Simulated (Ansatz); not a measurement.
**SnH3(NHEt) (C₂H₉NSn): single points with varied inputs**

How do the results and run time of SnH3(NHEt) (C₂H₉NSn) respond when the settings are drawn wide?

Method: the settings change from run to run; program: Ansatz 0.2.0, Gaussian basis.

1 further run of the same task is left out (set aside as unsound or not needed). Runs told in other sessions of the task aren't counted.

### 1 The relaxed structure

The geometry comes from an earlier relaxation with PBE-D4/def2-SVP; it is a stationary point, not always the lowest conformer. Sn takes a core potential in def2 sets; no spin-orbit term is included.

13 atoms, charge 0, spin multiplicity 1.

Atoms are counted from 1 here; the program's logs count them from 0.

Bond lengths: Sn1–H2 1.727 Å, Sn1–H3 1.743 Å, Sn1–H4 1.727 Å, Sn1–N5 2.072 Å, N5–C6 1.459 Å, N5–H8 1.028 Å, C6–C7 1.533 Å, C6–H9 1.116 Å, C6–H10 1.113 Å, C7–H11 1.111 Å, C7–H12 1.111 Å, C7–H13 1.111 Å. Angles: H2–Sn1–H3 109.6°, H2–Sn1–H4 112.4°, H2–Sn1–N5 104.9°, H3–Sn1–H4 109.5°, H3–Sn1–N5 116.1°, H4–Sn1–N5 104.3°, Sn1–N5–C6 120.0°, Sn1–N5–H8 111.3°, C6–N5–H8 110.9°, N5–C6–C7 116.5°, N5–C6–H9 108.4°, N5–C6–H10 108.1°, C7–C6–H9 108.8°, C7–C6–H10 109.3°, H9–C6–H10 105.0°, C6–C7–H11 111.4°, C6–C7–H12 111.6°, C6–C7–H13 111.0° and more.

### 2 wPBEh/def2-mTZVPP

Set apart from the defaults: a point charge of -1.00 e beside it, the search for lower states set to off.

The input, in.yaml:

```yaml
crystal:
  periodic: [false, false, false]
  atoms:
    - {symbol: Sn, position_ang: [0.513689, 1.639608, 1.139355]}
    - {symbol: H, position_ang: [0.328612, 1.996928, 2.818821]}
    - {symbol: H, position_ang: [2.199310, 1.380166, 0.778277]}
    - {symbol: H, position_ang: [-0.105595, 2.895515, 0.127744]}
    - {symbol: N, position_ang: [-0.748929, 0.033492, 0.794502]}
    - {symbol: C, position_ang: [-0.882536, -0.512073, -0.551595]}
    - {symbol: C, position_ang: [0.310530, -1.312699, -1.086979]}
    - {symbol: H, position_ang: [-0.595394, -0.716559, 1.481122]}
    - {symbol: H, position_ang: [-1.792116, -1.158243, -0.581730]}
    - {symbol: H, position_ang: [-1.103150, 0.329568, -1.246429]}
    - {symbol: H, position_ang: [1.226424, -0.686688, -1.143601]}
    - {symbol: H, position_ang: [0.110677, -1.713066, -2.103421]}
    - {symbol: H, position_ang: [0.538468, -2.175960, -0.426066]}
basis:
  gaussian: {orbitals: def2-mTZVPP, point_charges: [{charge: -1.00, position_ang: [5.386, -0.746, -0.015]}]}
hamiltonian: {xc: {name: wPBEh}}
scf: {lower_state_search: off}
output: {forces: true}
```

Launch:

```console
$ ansatz run in.yaml --threads 4 --pin off --events-out ev --progress --plain --max-ram 3916MiB
```

Output, cut to the lines that bear on the results:

```text
Functional definition: wPBEh
  name "wPBEh"
  cite "Heyd, Scuseria & Ernzerhof, J. Chem. Phys. 118, 8207 (2003) doi:10.1063/1.1564060"
  cite "Krukau, Vydrov, Izmaylov & Scuseria, J. Chem. Phys. 125, 224106 (2006) doi:10.1063/1.2404663"
  cite "Heyd & Scuseria, J. Chem. Phys. 120, 7274 (2004) doi:10.1063/1.1668634"
  cite "Ernzerhof & Perdew, J. Chem. Phys. 109, 3313 (1998) doi:10.1063/1.476928"
  cite "Perdew, Burke & Ernzerhof, Phys. Rev. Lett. 77, 3865 (1996) doi:10.1103/PhysRevLett.77.3865"
  parent pbe
[...]
1427 factors; integrals over basis functions are off by at most 1.1e-3 eV
108 factors; integrals over basis functions are off by at most 2.8e-7 eV
[...]
mean field -9538.66842712 eV, -350.5395991548 hartree, gradient 2.2e-6 eV, S^2 0.000000; 0 other end points of the search recorded, 0 dependent functions left out
[...]
reference -9538.66848482 eV, -350.5396012755 hartree; 25, 25 occupied and 118, 118 virtual orbitals, 1427 factors
Total energy: -9538.66848482 eV, -350.5396012755 hartree
Atom 0 at     0.513689     1.639608     1.139355 Å, force     0.415959    -0.279271    -0.167133 eV/Å
Atom 1 at     0.328612     1.996928     2.818821 Å, force    -0.068318    -0.009218    -0.212181 eV/Å
Atom 2 at     2.199310     1.380166     0.778277 Å, force    -0.462483     0.055205     0.088958 eV/Å
Atom 3 at    -0.105595     2.895515     0.127744 Å, force    -0.003530    -0.119946     0.161131 eV/Å
Atom 4 at    -0.748929     0.033492     0.794502 Å, force     0.066471    -0.175245     0.379721 eV/Å
Atom 5 at    -0.882536    -0.512073    -0.551595 Å, force    -0.232174    -0.074213    -0.331874 eV/Å
Atom 6 at     0.310530    -1.312699    -1.086979 Å, force     0.271950    -0.070954    -0.014884 eV/Å
Atom 7 at    -0.595394    -0.716559     1.481122 Å, force     0.000362     0.432540    -0.513660 eV/Å
Atom 8 at    -1.792116    -1.158243    -0.581730 Å, force     0.394772     0.286930     0.051744 eV/Å
Atom 9 at    -1.103150     0.329568    -1.246429 Å, force     0.127618    -0.356338     0.349343 eV/Å
Atom 10 at     1.226424    -0.686688    -1.143601 Å, force    -0.414697    -0.365021     0.061226 eV/Å
Atom 11 at     0.110677    -1.713066    -2.103421 Å, force     0.047849     0.206836     0.454732 eV/Å
Atom 12 at     0.538468    -2.175960    -0.426066 Å, force    -0.089097     0.453851    -0.310368 eV/Å
Dipole moment:     0.423110    -0.183789    -0.057690 e Å
Checks for a lower state left out: stability, starts, cluster_reference, orbital_swaps, neighbouring_geometries, increment
```

It took 1.9 s on 4 threads of Arm Neoverse V2, shared host.

Largest force 0.672 eV/Å, dipole 2.23 D.

### 3 wB97/def2-SVPD

Set apart from the defaults: coordinates scaled by 1.25, a point charge of 1.00 e beside it.

The input, in.yaml:

```yaml
crystal:
  periodic: [false, false, false]
  atoms:
    - {symbol: Sn, position_ang: [0.642111, 2.049511, 1.424194]}
    - {symbol: H, position_ang: [0.410765, 2.496160, 3.523526]}
    - {symbol: H, position_ang: [2.749138, 1.725207, 0.972846]}
    - {symbol: H, position_ang: [-0.131994, 3.619394, 0.159681]}
    - {symbol: N, position_ang: [-0.936161, 0.041865, 0.993127]}
    - {symbol: C, position_ang: [-1.103170, -0.640091, -0.689494]}
    - {symbol: C, position_ang: [0.388163, -1.640873, -1.358724]}
    - {symbol: H, position_ang: [-0.744243, -0.895698, 1.851403]}
    - {symbol: H, position_ang: [-2.240144, -1.447804, -0.727162]}
    - {symbol: H, position_ang: [-1.378937, 0.411960, -1.558037]}
    - {symbol: H, position_ang: [1.533030, -0.858360, -1.429501]}
    - {symbol: H, position_ang: [0.138346, -2.141333, -2.629276]}
    - {symbol: H, position_ang: [0.673085, -2.719950, -0.532583]}
basis:
  gaussian: {orbitals: def2-SVPD, point_charges: [{charge: 1.00, position_ang: [6.239, -0.863, -0.488]}]}
hamiltonian: {xc: {name: wB97}}
scf: {omitted_lower_state_checks: [starts]}
output: {forces: true}
```

Launched as before.

Output, cut to the lines that bear on the results:

```text
Functional definition: wB97
  name "wB97"
  cite "Chai & Head-Gordon, J. Chem. Phys. 128, 084106 (2008) doi:10.1063/1.2834918"
  cite "Becke, J. Chem. Phys. 107, 8554 (1997) doi:10.1063/1.475007"
[...]
  # The coefficients of nought are those of the uniform gas.
[...]
      + integral(e_c_pw_opposite_spin*poly(b97_u_opposite, 1, cos1, cos2, cos3, cos4))
[...]
1442 factors; their error is unknown
743 factors; integrals over basis functions are off by at most 1.6e-5 eV
[...]
mean field -9527.15397608 eV, -350.1164508841 hartree, gradient 4.2e-5 eV, S^2 0.000000; 0 other end points of the search recorded, 0 dependent functions left out
[...]
reference -9527.15396025 eV, -350.1164503023 hartree; 25, 25 occupied and 139, 139 virtual orbitals, 1442 factors
Total energy: -9527.15396025 eV, -350.1164503023 hartree
[...]
Atom 4 at    -0.936161     0.041865     0.993127 Å, force     1.250968    -2.831642    -0.413354 eV/Å
Atom 5 at    -1.103170    -0.640091    -0.689494 Å, force    -0.340801     0.029446    -0.413641 eV/Å
Atom 6 at     0.388163    -1.640873    -1.358724 Å, force     0.454572    -0.412292    -0.029754 eV/Å
Atom 7 at    -0.744243    -0.895698     1.851403 Å, force    -0.378059     3.686230    -3.940059 eV/Å
Atom 8 at    -2.240144    -1.447804    -0.727162 Å, force     4.048521     2.713628     0.409574 eV/Å
Atom 9 at    -1.378937     0.411960    -1.558037 Å, force     1.161648    -3.519055     3.190889 eV/Å
Atom 10 at     1.533030    -0.858360    -1.429501 Å, force    -3.985865    -2.507554     0.289034 eV/Å
Atom 11 at     0.138346    -2.141333    -2.629276 Å, force     0.736626     1.817078     4.399926 eV/Å
Atom 12 at     0.673085    -2.719950    -0.532583 Å, force    -1.098843     3.776363    -2.770225 eV/Å
Dipole moment:    -0.270737     0.075909     0.042922 e Å
Checks for a lower state left out: starts
```

Wall time 4.4 s (4 threads of Arm Neoverse V2, shared host).

Largest force 5.409 eV/Å, dipole 1.37 D.

### 4 B2GP-PLYP/def2-mTZVPP

Options: the search for lower states set to full.

The input, in.yaml:

```yaml
crystal:
  periodic: [false, false, false]
  atoms:
    - {symbol: Sn, position_ang: [0.513689, 1.639608, 1.139355]}
    - {symbol: H, position_ang: [0.328612, 1.996928, 2.818821]}
    - {symbol: H, position_ang: [2.199310, 1.380166, 0.778277]}
    - {symbol: H, position_ang: [-0.105595, 2.895515, 0.127744]}
    - {symbol: N, position_ang: [-0.748929, 0.033492, 0.794502]}
    - {symbol: C, position_ang: [-0.882536, -0.512073, -0.551595]}
    - {symbol: C, position_ang: [0.310530, -1.312699, -1.086979]}
    - {symbol: H, position_ang: [-0.595394, -0.716559, 1.481122]}
    - {symbol: H, position_ang: [-1.792116, -1.158243, -0.581730]}
    - {symbol: H, position_ang: [-1.103150, 0.329568, -1.246429]}
    - {symbol: H, position_ang: [1.226424, -0.686688, -1.143601]}
    - {symbol: H, position_ang: [0.110677, -1.713066, -2.103421]}
    - {symbol: H, position_ang: [0.538468, -2.175960, -0.426066]}
basis:
  gaussian: {orbitals: def2-mTZVPP}
hamiltonian: {xc: {name: B2GP-PLYP}}
scf: {lower_state_search: full}
```

Launched as before.

Output, cut to the lines that bear on the results:

```text
Functional definition: B2GP-PLYP
  name "B2GP-PLYP"
  cite "Karton, Tarnopolsky, Lamère, Schatz & Martin, J. Phys. Chem. A 112, 12868 (2008) doi:10.1021/jp801805p"
  cite "Becke, Phys. Rev. A 38, 3098 (1988) doi:10.1103/PhysRevA.38.3098"
  cite "Lee, Yang & Parr, Phys. Rev. B 37, 785 (1988) doi:10.1103/PhysRevB.37.785"
[...]
1427 factors; integrals over basis functions are off by at most 1.1e-3 eV
[...]
mean field -9521.06707162 eV, -349.8927612708 hartree, gradient 5.4e-6 eV, S^2 0.000000; 0 other end points of the search recorded, 0 dependent functions left out
7 core orbitals not correlated: weight in the atoms' cores, before any rotation towards them, 1.000 or more for the frozen orbitals, at most 0.000 for the correlated occupied ones
reference -9521.06721993 eV, -349.8927667211 hartree; 18, 18 occupied and 118, 118 virtual orbitals, 1427 factors
second order -20.83261998 eV of doubles, -0.00000000 eV of singles
Total energy: -9528.56696312 eV, -350.1683771999 hartree
```

Run time: 2.3 s. Hardware: 4 threads of Arm Neoverse V2, shared host.

### 5 The runs in one table

| level | charge | multiplicity | geometry | functions | energy (eV) | time |
| --- | --- | --- | --- | --- | --- | --- |
| wPBEh/def2-mTZVPP | 0 | 1 | relaxed, point charge | 143 | -9538.668 | 1.9 s |
| wB97/def2-SVPD | 0 | 1 | scaled, point charge | 164 | -9527.154 | 4.4 s |
| B2GP-PLYP/def2-mTZVPP | 0 | 1 | relaxed | 143 | -9528.567 | 2.3 s |

### 6 Results

| quantity | value |
| --- | --- |
| runs | 3 |
| quickest | wPBEh/def2-mTZVPP, 1.9 s |
| slowest | wB97/def2-SVPD, 4.4 s |

What this shows: The runs differ in state or geometry as well as level, so their energies can't be set against each other. wB97/def2-SVPD took 2 times as long as wPBEh/def2-mTZVPP. The jobs differ in tasks and options as well as level.
